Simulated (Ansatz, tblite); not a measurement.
# Ge21H32 ring disc (AlGe₁₉H₃₂P): rung by rung

Aim: run the singlet of Ge21H32 ring disc (AlGe₁₉H₃₂P) at one geometry on many levels, and compare frontier levels, spin and run time.

Program: Ansatz 0.2.0, Gaussian basis. Level of theory: as each input shows. These are calculated values, not measurements.

The runs, in order: GFN1-xTB, GFN2-xTB, PBE-D4/def2-TZVP, r2SCAN-D4/def2-TZVP, HF/def2-TZVP, PBE-D4/def2-SVP, PBE0-D4/def2-SVP, MP2/def2-SVP.

1 further run of the same task is left out (set aside as unsound or not needed). Runs told in other sessions of the task aren't counted.

## 1. The geometry

The singlet was relaxed beforehand with PBE-D4/def2-SVP.

53 atoms, charge 0, spin multiplicity 1.

Bond lengths: P1–Ge12 2.366 Å, P1–Ge13 2.366 Å, P1–Ge14 2.399 Å, P1–H22 1.433 Å, Ge2–Ge13 2.451 Å, Ge2–Ge15 2.450 Å, Ge2–H23 1.559 Å, Ge2–H24 1.556 Å, Ge3–Ge15 2.454 Å, Ge3–Ge16 2.448 Å, Ge3–H25 1.561 Å, Ge3–H26 1.559 Å, Ge4–Ge12 2.451 Å, Ge4–Ge17 2.450 Å, Ge4–H27 1.556 Å, Ge4–H28 1.559 Å, Al5–Ge14 2.508 Å, Al5–Ge15 2.489 Å and more. Angles: Ge12–P1–Ge13 112.2°, Ge12–P1–Ge14 113.7°, Ge12–P1–H22 103.4°, Ge13–P1–Ge14 113.7°, Ge13–P1–H22 103.4°, Ge14–P1–H22 109.4°, Ge13–Ge2–Ge15 109.7°, Ge13–Ge2–H23 102.9°, Ge13–Ge2–H24 105.3°, Ge15–Ge2–H23 114.6°, Ge15–Ge2–H24 115.7°, H23–Ge2–H24 107.6°, Ge15–Ge3–Ge16 111.7°, Ge15–Ge3–H25 110.1°, Ge15–Ge3–H26 109.8°, Ge16–Ge3–H25 109.3°, Ge16–Ge3–H26 109.1°, H25–Ge3–H26 106.8° and more.

PBE0-D4/def2-TZVP was run before; its log isn't repeated, and its numbers join the tables.

## 2. GFN1-xTB

Tight binding, by tblite at 300 K electronic temperature and without a spin-polarisation term:

```python
tblite.interface.Calculator('GFN1-xTB', numbers, positions, charge=0, uhf=0).singlepoint()
```

Energy -1445.8855 eV, HOMO -11.46 eV, LUMO -8.65 eV; 0.68 s.

## 3. GFN2-xTB

Tight binding, by tblite at 300 K electronic temperature and without a spin-polarisation term:

```python
tblite.interface.Calculator('GFN2-xTB', numbers, positions, charge=0, uhf=0).singlepoint()
```

Energy -1543.2732 eV, HOMO -9.77 eV, LUMO -6.80 eV; 0.61 s.

## 4. PBE-D4/def2-TZVP

start.molden holds the orbitals of an earlier run on this state, given as this run's starting guess.

Input file in.yaml:

```yaml
crystal:
  periodic: [false, false, false]
  atoms:
    - {symbol: P, position_ang: [-3.105570, -3.106425, 0.497525]}
    - {symbol: Ge, position_ang: [-3.301732, -0.150750, -2.126848]}
    - {symbol: Ge, position_ang: [-3.327843, 2.561977, 0.573278]}
    - {symbol: Ge, position_ang: [-0.149265, -3.302687, -2.126074]}
    - {symbol: Al, position_ang: [-0.330424, -0.329883, 0.773084]}
    - {symbol: Ge, position_ang: [2.562787, -3.325363, 0.573765]}
    - {symbol: Ge, position_ang: [2.615828, -0.554912, -2.128807]}
    - {symbol: Ge, position_ang: [-0.556059, 2.616105, -2.128319]}
    - {symbol: Ge, position_ang: [-0.356897, 5.365756, 0.643766]}
    - {symbol: Ge, position_ang: [2.460206, 2.461643, 0.647831]}
    - {symbol: Ge, position_ang: [5.366133, -0.352936, 0.641724]}
    - {symbol: Ge, position_ang: [-1.789000, -4.568689, -0.816225]}
    - {symbol: Ge, position_ang: [-4.567587, -1.791605, -0.818245]}
    - {symbol: Ge, position_ang: [-1.838563, -1.838406, 2.091431]}
    - {symbol: Ge, position_ang: [-1.791439, 1.093793, -0.653431]}
    - {symbol: Ge, position_ang: [-2.119926, 4.224060, 1.903430]}
    - {symbol: Ge, position_ang: [1.093756, -1.790211, -0.653597]}
    - {symbol: Ge, position_ang: [1.111501, 1.110938, 2.191509]}
    - {symbol: Ge, position_ang: [4.226999, -2.117608, 1.901480]}
    - {symbol: Ge, position_ang: [3.879104, 1.022648, -0.743188]}
    - {symbol: Ge, position_ang: [1.019866, 3.880476, -0.741871]}
    - {symbol: H, position_ang: [-3.991725, -3.992499, 1.191948]}
    - {symbol: H, position_ang: [-4.424137, 0.711194, -2.781688]}
    - {symbol: H, position_ang: [-2.617606, -0.969926, -3.259267]}
    - {symbol: H, position_ang: [-4.243218, 1.715668, 1.513547]}
    - {symbol: H, position_ang: [-4.269192, 3.298064, -0.428658]}
    - {symbol: H, position_ang: [-0.968800, -2.620400, -3.259351]}
    - {symbol: H, position_ang: [0.713754, -4.425037, -2.779595]}
    - {symbol: H, position_ang: [1.716904, -4.239218, 1.515920]}
    - {symbol: H, position_ang: [3.297282, -4.268362, -0.427815]}
    - {symbol: H, position_ang: [1.827266, 0.173130, -3.255947]}
    - {symbol: H, position_ang: [3.616537, -1.536404, -2.814634]}
    - {symbol: H, position_ang: [-1.537458, 3.615965, -2.815483]}
    - {symbol: H, position_ang: [0.173480, 1.827408, -3.254403]}
    - {symbol: H, position_ang: [-1.045093, 6.405268, -0.292321]}
    - {symbol: H, position_ang: [0.534219, 6.164038, 1.642136]}
    - {symbol: H, position_ang: [3.428159, 3.429650, 1.405096]}
    - {symbol: H, position_ang: [6.406266, -1.039637, -0.294804]}
    - {symbol: H, position_ang: [6.163623, 0.538699, 1.640294]}
    - {symbol: H, position_ang: [-2.865089, -5.389187, -1.586839]}
    - {symbol: H, position_ang: [-1.164200, -5.479934, 0.277146]}
    - {symbol: H, position_ang: [-5.385929, -2.868750, -1.589694]}
    - {symbol: H, position_ang: [-5.480983, -1.167587, 0.273782]}
    - {symbol: H, position_ang: [-3.050846, -1.294880, 2.917393]}
    - {symbol: H, position_ang: [-1.295000, -3.050315, 2.917912]}
    - {symbol: H, position_ang: [-3.129634, 5.290775, 2.426786]}
    - {symbol: H, position_ang: [-1.505452, 3.518630, 3.143873]}
    - {symbol: H, position_ang: [2.123957, 0.362012, 3.111970]}
    - {symbol: H, position_ang: [0.364061, 2.122004, 3.114667]}
    - {symbol: H, position_ang: [3.524028, -1.504570, 3.144085]}
    - {symbol: H, position_ang: [5.294983, -3.127661, 2.421709]}
    - {symbol: H, position_ang: [4.780056, 1.911371, -1.660910]}
    - {symbol: H, position_ang: [1.907910, 4.782619, -1.659073]}
basis:
  gaussian: {orbitals: def2-TZVP, fitting: {mean_field: def2-universal-jkfit}, initial_orbitals: start.molden}
hamiltonian: {xc: pbe, dispersion: d4}
scf: {omitted_lower_state_checks: [starts]}
output: {forces: true, orbitals: {seedname: orbitals}}
```

Command:

```console
ansatz run in.yaml --threads 11 --pin off --events-out ev --progress --plain --max-ram 174080MiB --backend cuda --devices 0, --max-vram 75GiB
```

Log, cut to the lines that bear on the results:

```text
Functional definition: PBE
  name "PBE"
  cite "Perdew, Burke & Ernzerhof, Phys. Rev. Lett. 77, 3865 (1996) doi:10.1103/PhysRevLett.77.3865"
  parent pbe
[...]
5886 factors; integrals over basis functions are off by at most 6.2e-1 eV
[...]
mean field -1090093.17792176 eV, -40060.1853969303 hartree, gradient 1.6e-5 eV, S^2 0.000000; 0 other end points of the search recorded, 0 dependent functions left out
[...]
reference -1090093.17803753 eV, -40060.1854011848 hartree; 334, 334 occupied and 844, 844 virtual orbitals, 5886 factors
Total energy: -1090096.53172072 eV, -40060.3086467690 hartree
Atom 0 at    -3.105570    -3.106425     0.497525 Å, force    -0.057513    -0.057613     0.055833 eV/Å
Atom 1 at    -3.301732    -0.150750    -2.126848 Å, force    -0.021050     0.007760    -0.036668 eV/Å
Atom 2 at    -3.327843     2.561977     0.573278 Å, force    -0.044618     0.004458    -0.000809 eV/Å
Atom 3 at    -0.149265    -3.302687    -2.126074 Å, force     0.007917    -0.021038    -0.036599 eV/Å
Atom 4 at    -0.330424    -0.329883     0.773084 Å, force     0.013283     0.013652    -0.006468 eV/Å
Atom 5 at     2.562787    -3.325363     0.573765 Å, force     0.003917    -0.044722    -0.000398 eV/Å
Atom 6 at     2.615828    -0.554912    -2.128807 Å, force     0.011960     0.001429    -0.031743 eV/Å
Atom 7 at    -0.556059     2.616105    -2.128319 Å, force     0.001451     0.012232    -0.031636 eV/Å
[...]
Atom 37 at     6.406266    -1.039637    -0.294804 Å, force    -0.042421     0.026863     0.039173 eV/Å
Atom 38 at     6.163623     0.538699     1.640294 Å, force    -0.032118    -0.035844    -0.043789 eV/Å
Atom 39 at    -2.865089    -5.389187    -1.586839 Å, force     0.045110     0.031487     0.028912 eV/Å
Atom 40 at    -1.164200    -5.479934     0.277146 Å, force    -0.022934     0.033148    -0.043252 eV/Å
Atom 41 at    -5.385929    -2.868750    -1.589694 Å, force     0.031496     0.045233     0.028958 eV/Å
Atom 42 at    -5.480983    -1.167587     0.273782 Å, force     0.033336    -0.022994    -0.043090 eV/Å
Atom 43 at    -3.050846    -1.294880     2.917393 Å, force     0.041194    -0.023286    -0.027502 eV/Å
Atom 44 at    -1.295000    -3.050315     2.917912 Å, force    -0.023247     0.041181    -0.027527 eV/Å
Atom 45 at    -3.129634     5.290775     2.426786 Å, force     0.040703    -0.042928    -0.022289 eV/Å
Atom 46 at    -1.505452     3.518630     3.143873 Å, force    -0.021299     0.025913    -0.047219 eV/Å
Atom 47 at     2.123957     0.362012     3.111970 Å, force    -0.033193     0.030397    -0.029508 eV/Å
Atom 48 at     0.364061     2.122004     3.114667 Å, force     0.030129    -0.033140    -0.029592 eV/Å
Atom 49 at     3.524028    -1.504570     3.144085 Å, force     0.025911    -0.021549    -0.047992 eV/Å
Atom 50 at     5.294983    -3.127661     2.421709 Å, force    -0.043206     0.041135    -0.022358 eV/Å
Atom 51 at     4.780056     1.911371    -1.660910 Å, force    -0.031352    -0.031541     0.034597 eV/Å
Atom 52 at     1.907910     4.782619    -1.659073 Å, force    -0.031440    -0.031341     0.034486 eV/Å
Dipole moment:    -0.900496    -0.900065    -0.130888 e Å
Checks for a lower state left out: starts
```

Wall time 22 s (1 × H100 with 11 threads of AMD EPYC 7R13, shared host); peak host memory 1.8 GiB.

Report: HOMO -5.80 eV, LUMO -2.34 eV.

## 5. r2SCAN-D4/def2-TZVP

Changes to in.yaml since step 4:

```diff
@@ -58,3 +58,3 @@
   gaussian: {orbitals: def2-TZVP, fitting: {mean_field: def2-universal-jkfit}, initial_orbitals: start.molden}
-hamiltonian: {xc: pbe, dispersion: d4}
+hamiltonian: {xc: r2scan, dispersion: d4}
 scf: {omitted_lower_state_checks: [starts]}
```

Launched as before.

Log, cut to the lines that bear on the results:

```text
Functional definition: r2SCAN
  name "r2SCAN"
  cite "Furness, Kaplan, Ning, Perdew & Sun, J. Phys. Chem. Lett. 11, 8208 (2020) doi:10.1021/acs.jpclett.0c02405"
  cite "Furness, Kaplan, Ning, Perdew & Sun, J. Phys. Chem. Lett. 11, 9248 (2020) doi:10.1021/acs.jpclett.0c03077"
  parent r2scan
[...]
5886 factors; integrals over basis functions are off by at most 6.2e-1 eV
[...]
mean field -1090260.18159865 eV, -40066.3226688568 hartree, gradient 1.8e-5 eV, S^2 0.000000; 0 other end points of the search recorded, 0 dependent functions left out
[...]
reference -1090260.18163145 eV, -40066.3226700623 hartree; 334, 334 occupied and 844, 844 virtual orbitals, 5886 factors
Total energy: -1090261.14193052 eV, -40066.3579604020 hartree
Atom 0 at    -3.105570    -3.106425     0.497525 Å, force    -0.139133    -0.139309     0.080510 eV/Å
[...]
Atom 44 at    -1.295000    -3.050315     2.917912 Å, force    -0.099724     0.213879    -0.134312 eV/Å
Atom 45 at    -3.129634     5.290775     2.426786 Å, force     0.179029    -0.187864    -0.095792 eV/Å
Atom 46 at    -1.505452     3.518630     3.143873 Å, force    -0.127968     0.139543    -0.219304 eV/Å
Atom 47 at     2.123957     0.362012     3.111970 Å, force    -0.178886     0.155129    -0.149787 eV/Å
Atom 48 at     0.364061     2.122004     3.114667 Å, force     0.154742    -0.178666    -0.150220 eV/Å
Atom 49 at     3.524028    -1.504570     3.144085 Å, force     0.139274    -0.128019    -0.220405 eV/Å
Atom 50 at     5.294983    -3.127661     2.421709 Å, force    -0.188310     0.179499    -0.095452 eV/Å
Atom 51 at     4.780056     1.911371    -1.660910 Å, force    -0.150309    -0.149919     0.158489 eV/Å
Atom 52 at     1.907910     4.782619    -1.659073 Å, force    -0.149724    -0.150462     0.158309 eV/Å
Dipole moment:    -0.947436    -0.947021    -0.136948 e Å
Checks for a lower state left out: starts
```

Run time: 30 s. Hardware: 1 × H100 with 11 threads of AMD EPYC 7R13, shared host; peak host memory 1.8 GiB.

From the report: HOMO -6.01 eV, LUMO -2.18 eV.

## 6. HF/def2-TZVP

Changes to in.yaml since step 5:

```diff
@@ -58,4 +58,4 @@
   gaussian: {orbitals: def2-TZVP, fitting: {mean_field: def2-universal-jkfit}, initial_orbitals: start.molden}
-hamiltonian: {xc: r2scan, dispersion: d4}
+hamiltonian: {xc: hf}
 scf: {omitted_lower_state_checks: [starts]}
-output: {forces: true, orbitals: {seedname: orbitals}}
+output: {orbitals: {seedname: orbitals}}
```

The command is unchanged.

Log:

```text
Functional definition: HF
  name "HF"
  cite "Fock, Z. Phys. 61, 126 (1930) doi:10.1007/BF01340294"
  parent pbe
  exchange = exact_x
  correlation = 0
these checks for a lower state are left out or cut short: starts
5886 factors; integrals over basis functions are off by at most 6.2e-1 eV
mean field evaluation 1: about -1089361.7125 eV, gradient 1.0e2 eV
mean field evaluation 2: about -1089369.2067 eV, gradient 8.5e0 eV
mean field evaluation 4: about -1089369.6028 eV, gradient 5.2e-4 eV
mean field -1089369.60281951 eV, -40033.5945023795 hartree, gradient 1.7e-5 eV, S^2 0.000000; 0 other end points of the search recorded, 0 dependent functions left out
reference -1089369.60281951 eV, -40033.5945023795 hartree; 334, 334 occupied and 844, 844 virtual orbitals, 5886 factors
Total energy: -1089369.60281951 eV, -40033.5945023795 hartree
Checks for a lower state left out: starts
```

Run time: 56 s. Hardware: 1 × H100 with 11 threads of AMD EPYC 7R13, shared host; peak host memory 1.5 GiB.

From the report: HOMO -8.66 eV, LUMO 1.29 eV.

## 7. PBE-D4/def2-SVP

Changes to in.yaml since step 6:

```diff
@@ -57,4 +57,4 @@
 basis:
-  gaussian: {orbitals: def2-TZVP, fitting: {mean_field: def2-universal-jkfit}, initial_orbitals: start.molden}
-hamiltonian: {xc: hf}
+  gaussian: {orbitals: def2-SVP, fitting: {mean_field: def2-universal-jkfit}, initial_orbitals: start.molden}
+hamiltonian: {xc: pbe, dispersion: d4}
 scf: {omitted_lower_state_checks: [starts]}
```

Launched as before.

Log:

```text
Functional definition: PBE
  name "PBE"
  cite "Perdew, Burke & Ernzerhof, Phys. Rev. Lett. 77, 3865 (1996) doi:10.1103/PhysRevLett.77.3865"
  parent pbe
  parameter kappa = 0.804
  parameter beta = 0.06672455060314922
  exchange = pbe_x(kappa = kappa, mu = beta*pi^2/3)
  correlation = pbe_c(beta = beta)
these checks for a lower state are left out or cut short: starts
5886 factors; integrals over basis functions are off by at most 3.4e-1 eV
mean field evaluation 1: about -1089951.1397 eV, gradient 2.6e1 eV
mean field evaluation 2: about -1089952.1498 eV, gradient 9.6e-1 eV
mean field evaluation 4: about -1089952.1125 eV, gradient 8.6e-2 eV
mean field evaluation 8: about -1089952.1126 eV, gradient 1.5e-5 eV
mean field -1089952.11258344 eV, -40055.0013413645 hartree, gradient 1.5e-5 eV, S^2 0.000000; 0 other end points of the search recorded, 0 dependent functions left out
reference -1089952.11268630 eV, -40055.0013451448 hartree; 334, 334 occupied and 470, 470 virtual orbitals, 5886 factors
Total energy: -1089955.46636950 eV, -40055.1245907290 hartree
Checks for a lower state left out: starts
```

Run time: 17 s. Hardware: 1 × H100 with 11 threads of AMD EPYC 7R13, shared host; peak host memory 1.5 GiB.

HOMO -5.76 eV, LUMO -2.27 eV.

## 8. PBE0-D4/def2-SVP

Changes to in.yaml since step 7:

```diff
@@ -58,3 +58,3 @@
   gaussian: {orbitals: def2-SVP, fitting: {mean_field: def2-universal-jkfit}, initial_orbitals: start.molden}
-hamiltonian: {xc: pbe, dispersion: d4}
+hamiltonian: {xc: pbe0, dispersion: d4}
 scf: {omitted_lower_state_checks: [starts]}
```

Same command.

Log:

```text
Functional definition: PBE0
  name "PBE0"
  cite "Adamo & Barone, J. Chem. Phys. 110, 6158 (1999) doi:10.1063/1.478522"
  cite "Perdew, Burke & Ernzerhof, Phys. Rev. Lett. 77, 3865 (1996) doi:10.1103/PhysRevLett.77.3865"
  parent pbe
  parameter a = 0.25
  parameter kappa = 0.804
  parameter beta = 0.06672455060314922
  exchange = (1 - a)*pbe_x(kappa = kappa, mu = beta*pi^2/3) + a*exact_x
  correlation = pbe_c(beta = beta)
these checks for a lower state are left out or cut short: starts
5886 factors; integrals over basis functions are off by at most 3.4e-1 eV
mean field evaluation 1: about -1089983.2002 eV, gradient 9.1e0 eV
mean field evaluation 2: about -1089983.3226 eV, gradient 1.2e-1 eV
mean field evaluation 4: about -1089983.2893 eV, gradient 1.0e-4 eV
mean field -1089983.28927337 eV, -40056.1470635874 hartree, gradient 1.5e-5 eV, S^2 0.000000; 0 other end points of the search recorded, 0 dependent functions left out
reference -1089983.28935066 eV, -40056.1470664274 hartree; 334, 334 occupied and 470, 470 virtual orbitals, 5886 factors
Total energy: -1089986.36247681 eV, -40056.2600017307 hartree
Checks for a lower state left out: starts
```

Run time: 21 s. Hardware: 1 × H100 with 11 threads of AMD EPYC 7R13, shared host; peak host memory 1.5 GiB.

Report: HOMO -6.67 eV, LUMO -1.58 eV.

## 9. MP2/def2-SVP

Changes to in.yaml since step 8:

```diff
@@ -57,4 +57,4 @@
 basis:
-  gaussian: {orbitals: def2-SVP, fitting: {mean_field: def2-universal-jkfit}, initial_orbitals: start.molden}
-hamiltonian: {xc: pbe0, dispersion: d4}
+  gaussian: {orbitals: def2-SVP, initial_orbitals: start.molden}
+correlation: {method: mp2}
 scf: {omitted_lower_state_checks: [starts]}
```

Same command.

Log, cut to the lines that bear on the results:

```text
Functional definition: HF
  name "HF"
  cite "Fock, Z. Phys. 61, 126 (1930) doi:10.1007/BF01340294"
  parent pbe
[...]
7954 factors; integrals over basis functions are off by at most 1.2e-3 eV
[...]
mean field -1089227.77857863 eV, -40028.3825576592 hartree, gradient 3.3e-6 eV, S^2 0.000000; 0 other end points of the search recorded, 0 dependent functions left out
181 core orbitals not correlated: weight in the atoms' cores, before any rotation towards them, 1.000 or more for the frozen orbitals, at most 0.000 for the correlated occupied ones
reference -1089227.77857863 eV, -40028.3825576592 hartree; 153, 153 occupied and 470, 470 virtual orbitals, 7954 factors
second order -125.67117431 eV of doubles, -0.00000000 eV of singles
Total energy: -1089353.44975294 eV, -40033.0008881320 hartree
Checks for a lower state left out: starts
```

Run time: 27 s. Hardware: 1 × H100 with 11 threads of AMD EPYC 7R13, shared host; peak host memory 2.1 GiB.

From the report: Hartree-Fock HOMO -8.71 eV, LUMO 1.37 eV.

## 10. Comparison

| level | functions | HOMO (eV) | LUMO (eV) | gap (eV) | time |
| --- | --- | --- | --- | --- | --- |
| HF/def2-TZVP | 1178 | -8.66 | 1.29 | 9.95 | 56 s |
| PBE-D4/def2-SVP | 804 | -5.76 | -2.27 | 3.49 | 17 s |
| PBE-D4/def2-TZVP | 1178 | -5.80 | -2.34 | 3.47 | 22 s |
| r2SCAN-D4/def2-TZVP | 1178 | -6.01 | -2.18 | 3.83 | 30 s |
| PBE0-D4/def2-SVP | 804 | -6.67 | -1.58 | 5.09 | 21 s |
| PBE0-D4/def2-TZVP | 1178 | -6.68 | -1.64 | 5.04 | 41 s |

The pieces so far (eV):

| basis | HF | MP2 correlation | total |
| --- | --- | --- | --- |
| def2-SVP | -1089227.7786 | -125.6712 | -1089353.4498 (MP2) |

## 11. Binding energy

Free atoms were run apart at each level; binding is atoms less cluster, divided by the number of atoms, without zero-point or spin-orbit terms.

```csv
level,binding an atom (eV)
HF/def2-SVP,2.011
HF/def2-TZVP,2.011
PBE-D4/def2-SVP,2.854
PBE-D4/def2-TZVP,2.853
r2SCAN-D4/def2-TZVP,2.890
PBE0-D4/def2-SVP,2.854
PBE0-D4/def2-TZVP,2.852
MP2/def2-SVP,2.663
```

## 12. Results

```
                                                                  quantity                                  value
gap in def2-TZVP, named functionals and Hartree-Fock, smallest and largest         3.47 eV (PBE-D4), 9.95 eV (HF)
                                          correlation energy, MP2/def2-SVP                             -125.67 eV
                                 binding an atom, functionals in def2-TZVP  2.85 (PBE0-D4) to 2.89 eV (r2SCAN-D4)
                           PBE0 total energy, smallest basis above largest        140.44 eV (def2-SVP, def2-TZVP)
```

In words: Orbital gaps of the named functionals and Hartree-Fock in def2-TZVP span 3.47 eV (PBE-D4) to 9.95 eV (HF); exact exchange widens it.

The slowest run with a step of its own, HF/def2-TZVP, took 56 s; the quickest functional in def2-TZVP took 22 s (shared host).
